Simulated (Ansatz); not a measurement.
# SiH₂Br (doublet): from Hartree-Fock to the top rungs at distance Br1–H2 along a hydrogen transfer = 1.652 Å, cc-pVDZ

Aim: climb from Hartree-Fock through coupled cluster and multireference methods for SiH₂Br (doublet) at one geometry and basis, and see what each rung misses.

The runs use Ansatz 0.2.0, Gaussian basis; cc-pVDZ, core rule «outside noble gas», up to 19 orbitals frozen.

The runs, in order: UHF; CCSD(T) on ROHF; CCSD(T) on UHF; BCCD(T) on ROHF; CISD; CCSDT(Q) on ROHF; CCSDT(Q) on UHF; CASSCF and MRCISD+Q, 3 electrons in 3 orbitals; CASSCF and NEVPT2, 3 electrons in 3 orbitals; CASSCF and MRCISD+Q, 13 electrons in 10 orbitals; CASSCF and NEVPT4(SD), 13 electrons in 10 orbitals; CASSCF and NEVPT2, 13 electrons in 10 orbitals.

10 further runs of the same task are left out: 8 that didn't finish, 2 set aside as unsound or not needed.

## 1. The system

The geometry derives from fragments relaxed apart (PBE0/def2-TZVP) and kept rigid, so it is no stationary point. A hydrogen atom is moved between rigid fragments. No spin-orbit coupling is included. The filled d shell of Br may be among the frozen orbitals whatever the setting's name suggests; the logs give the count.

4 atoms, charge 0, spin multiplicity 2.

Atoms are counted from 1 here; the program's logs count them from 0.

Bond lengths: Br1–H2 1.652 Å, Si3–H4 1.532 Å.

Coordinates:

```xyz
4

Br   -2.3471    0.3699    0.0000
H    -0.6951    0.3699    0.0000
Si    1.3229    0.3699    0.0000
H     1.7193   -1.1096    0.0000
```

## 2. UHF

The input, in.yaml:

```yaml
crystal:
  periodic: [false, false, false]
  atoms:
    - {symbol: Br, position_ang: [-2.347109, 0.369878, 0.000000]}
    - {symbol: H, position_ang: [-0.695109, 0.369878, 0.000000]}
    - {symbol: Si, position_ang: [1.322891, 0.369878, 0.000000]}
    - {symbol: H, position_ang: [1.719326, -1.109635, 0.000000]}
basis:
  gaussian: {orbitals: cc-pVDZ}
magnetization: {spin_polarized: true, initial_magnetization: 1}
hamiltonian: {xc: hf}
output: {orbitals: {seedname: orbitals}}
```

Command:

```
ansatz run in.yaml --threads 1 --pin off --events-out ev --progress --plain --max-ram 2393MiB
```

Further steps of the session: CCSD(T) on ROHF; CCSD(T) on UHF; BCCD(T) on ROHF; CISD; CCSDT(Q) on ROHF; CCSDT(Q) on UHF; CASSCF and MRCISD+Q, 3 electrons in 3 orbitals; CASSCF and NEVPT2, 3 electrons in 3 orbitals; CASSCF and MRCISD+Q, 13 electrons in 10 orbitals; CASSCF and NEVPT4(SD), 13 electrons in 10 orbitals; CASSCF and NEVPT2, 13 electrons in 10 orbitals.

Q: Predict the results of all the runs planned. Wanted: UCCSDT(Q) below the RHF energy; RMP2 from UCCSDT(Q); UMP2 from UCCSDT(Q); RCCSD from UCCSDT(Q); RCCSD(T) from UCCSDT(Q); UCCSD(T) from UCCSDT(Q); RCCSDT(Q) from UCCSDT(Q); MRCISD+Q pair from UCCSDT(Q); NEVPT2 valence from UCCSDT(Q).

As calculated:

| quantity | value |
| --- | --- |
| UCCSDT(Q) below the RHF energy | -6.7916 eV |
| RMP2 from UCCSDT(Q) | +27.25 kcal/mol |
| UMP2 from UCCSDT(Q) | +28.22 kcal/mol |
| RCCSD from UCCSDT(Q) | +4.20 kcal/mol |
| RCCSD(T) from UCCSDT(Q) | +0.87 kcal/mol |
| UCCSD(T) from UCCSDT(Q) | +0.88 kcal/mol |
| RCCSDT(Q) from UCCSDT(Q) | +0.01 kcal/mol |
| MRCISD+Q pair from UCCSDT(Q) | +0.80 kcal/mol |
| NEVPT2 valence from UCCSDT(Q) | +29.23 kcal/mol |
| NEVPT4(SD) valence from UCCSDT(Q) | +2.98 kcal/mol |
| levels within 1 kcal/mol (43 meV) | RCCSD(T), UCCSD(T), BCCD(T), RCCSDT, UCCSDT, RCCSDT(Q), MRCISD+Q pair, MRCISD+Q valence |
| T1 diagnostic | 0.020 |
| effectively unpaired electrons | 1.05 |

In words: RCCSD(T) misses by +0.87 kcal/mol, 0.6 % of the correlation energy. One determinant dominates. Of the multireference levels listed MRCISD+Q valence comes nearest in total energy (+0.76 kcal/mol), which doesn't show that its space is the better one. These misses are within one basis, not against nature; the frozen cores of restricted and unrestricted runs differ, which can shift their rows.
